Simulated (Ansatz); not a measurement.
**BFH6SSi2: one species, many methods**

An exercise on one series of results from a longer session: the logs are not shown, and one member is left open.

The runs use Ansatz 0.2.0, Gaussian basis; functionals in def2-TZVPP, the program's frozen cores in correlated methods.

Plan: LDA (SPW92), PBE-D4, revPBE-D4, BLYP-D4, r2SCAN-D4, B97M-V, PBE0-D4, B3LYP-D4, r2SCANh-D4, r2SCAN0-D4, HSE06-D4, BHLYP-D4, CAM-B3LYP-D4, LC-ωPBE, ωB97X-V, ωB97M-V, B2PLYP, PBE-QIDH; CCSD(T)/def2-SVP; CCSD(T)/def2-TZVPP; MP2/def2-QZVPP; extrapolation to the limit; RPA on PBE.

### The relaxed structure

All runs share one geometry, relaxed beforehand with PBE0-D4 in a triple-zeta def2 set.

SMILES `FB(S)[SiH2][SiH3]`, 11 atoms, charge 0, spin multiplicity 1.

Atoms are counted from 1 here; the program's logs count them from 0.

Bond lengths: F1–B2 1.330 Å, B2–S3 1.796 Å, B2–Si4 2.026 Å, S3–H6 1.347 Å, Si4–Si5 2.343 Å, Si4–H7 1.490 Å, Si4–H8 1.489 Å, Si5–H9 1.488 Å, Si5–H10 1.487 Å, Si5–H11 1.488 Å. Angles: F1–B2–S3 119.7°, F1–B2–Si4 120.3°, S3–B2–Si4 120.0°, B2–S3–H6 96.9°, B2–Si4–Si5 109.1°, B2–Si4–H7 110.1°, B2–Si4–H8 110.4°, Si5–Si4–H7 109.0°, Si5–Si4–H8 109.3°, H7–Si4–H8 108.9°, Si4–Si5–H9 109.8°, Si4–Si5–H10 109.9°, Si4–Si5–H11 110.8°, H9–Si5–H10 108.6°, H9–Si5–H11 108.7°, H10–Si5–H11 108.8°.

Coordinates:

```xyz
11
BFH6SSi2
F     1.8095   -1.1530    1.1240
B     0.5991   -0.6404    1.3251
S     0.2055    0.1167    2.9054
Si   -0.7781   -0.6556   -0.1606
Si   -0.1587    0.9043   -1.7950
H     1.4118   -0.0644    3.4773
H    -0.8473   -2.0087   -0.7811
H    -2.1223   -0.3017    0.3733
H    -0.1029    2.2656   -1.1976
H     1.1856    0.5664   -2.3347
H    -1.1370    0.9138   -2.9156
```

Set-up of the first run:

Contents of in.yaml:

```yaml
crystal:
  periodic: [false, false, false]
  atoms:
    - {symbol: F, position_ang: [1.809495, -1.152999, 1.124049]}
    - {symbol: B, position_ang: [0.599117, -0.640400, 1.325069]}
    - {symbol: S, position_ang: [0.205472, 0.116702, 2.905424]}
    - {symbol: Si, position_ang: [-0.778073, -0.655575, -0.160627]}
    - {symbol: Si, position_ang: [-0.158661, 0.904260, -1.794984]}
    - {symbol: H, position_ang: [1.411788, -0.064434, 3.477330]}
    - {symbol: H, position_ang: [-0.847293, -2.008652, -0.781112]}
    - {symbol: H, position_ang: [-2.122252, -0.301663, 0.373325]}
    - {symbol: H, position_ang: [-0.102934, 2.265569, -1.197582]}
    - {symbol: H, position_ang: [1.185620, 0.566437, -2.334674]}
    - {symbol: H, position_ang: [-1.136978, 0.913755, -2.915619]}
basis:
  gaussian: {orbitals: def2-TZVPP}
hamiltonian: {xc: lda}
output: {orbitals: {seedname: orbitals}}
```

Steps of the session up to this table: LDA; PBE-D4 (GGA); revPBE-D4 (GGA); BLYP-D4 (GGA); r2SCAN-D4 (meta-GGA); B97M-V (meta-GGA); PBE0-D4 (hybrid); B3LYP-D4 (hybrid); r2SCANh-D4 (hybrid); r2SCAN0-D4 (hybrid); HSE06-D4 (hybrid); BHLYP-D4 (hybrid); CAM-B3LYP-D4 (range-separated); LC-ωPBE (range-separated); ωB97X-V (range-separated); ωB97M-V (range-separated); B2PLYP (double hybrid); PBE-QIDH (double hybrid).

One table of the session follows, with a row left open; its other results are not shown here.

It belongs to the step «Orbital energies across the functionals». 

```
  functional  HOMO (eV)  LUMO (eV)  gap (eV)
 LDA (SPW92)      -6.98      -2.52      4.46
      PBE-D4      -6.87      -2.30      4.57
   revPBE-D4      -6.82      -2.21      4.61
     BLYP-D4      -6.72      -2.12      4.61
   r2SCAN-D4      -7.13      -2.09      5.04
      B97M-V      -7.24      -2.16      5.07
     PBE0-D4      -8.02      -1.44      6.58
    B3LYP-D4      -7.81      -1.59      6.21
  r2SCANh-D4          ?          ?         ?
  r2SCAN0-D4      -8.18      -1.32      6.86
    HSE06-D4      -7.63      -1.82      5.81
    BHLYP-D4      -9.05      -0.41      8.64
CAM-B3LYP-D4      -9.29      -0.31      8.98
     LC-ωPBE     -10.59       0.76     11.35
     ωB97X-V     -10.26       0.70     10.96
     ωB97M-V     -10.03       0.51     10.54
```

**Question.** Estimate the row for r2SCANh-D4.

Worked estimate for «HOMO (eV)». Against the share of exact exchange, r2SCAN-D4 (0, -7.13), r2SCAN0-D4 (0.25, -8.18) give a slope of -4.20 per unit share; at 0.1 the line stands at -7.55.

**Answer.** HOMO (eV): -7.55; LUMO (eV): -1.79; gap (eV): 5.77. In «HOMO (eV)» the line misses by 0.00.
